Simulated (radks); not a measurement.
# Ca³⁺ in [Ne] 3s2 3p5: an all-electron calculation

An exercise on one series of results from a longer session: the logs are not shown, and one member is left open.

Program: radks (a radial shooting solver on a logarithmic mesh, Libxc functionals) version 1. Level of theory: scalar-relativistic Kohn-Sham, BLYP, spin-polarised, spherical densities, point nucleus; open shells are filled with parallel spins first. These are calculated values, not measurements, unless marked.

## The system

| Property | Result |
| --- | --- |
| element | calcium (Z = 20) |
| charge | +3 |
| electrons | 17 |
| configuration | [Ne] 3s2 3p5 |

Outer shells as boxes (Hund's rule):

Ca³⁺
```
[Ne] core
3s [↑↓]
3p [↑↓][↑↓][↑ ]
```

Set-up of the first run:

The run's settings:

```text
Z 20
configuration [Ne] 3s2 3p5
relativity scalar-relativistic
functional b88,lyp
spin polarised
nucleus point
c 137.035999084
```

Steps of the session up to this table: Self-consistent calculation.

One of the session's tables, all rows but one given; the rest of the session is left out.

It belongs to the step «Shells». Radial moments (bohr):

```
  level      <r>  outermost maximum (interpolated)  90 % within  nodes
  1s up  0.07684                            0.0503        0.137      0
1s down  0.07684                            0.0503        0.137      0
  2s up   0.3642                             0.300        0.567      1
2s down   0.3642                             0.300        0.567      1
  2p up   0.3274                             0.246        0.540      0
2p down   0.3274                             0.246        0.540      0
  3s up    1.122                             0.980         1.67      2
3s down        ?                                 ?            ?      ?
  3p up    1.204                              1.02         1.84      1
3p down    1.210                              1.02         1.85      1
```

Q: Estimate the row for 3s down from the others.

**Answer.** <r>: 1.125; outermost maximum (interpolated): 0.980; 90 % within: 1.68; nodes: 2. In the column «<r>» it lies between 3s up (1.122) and 3p up (1.204).

To keep in mind: Open shells are spherical and high-spin; term and fine-structure splittings are not resolved.
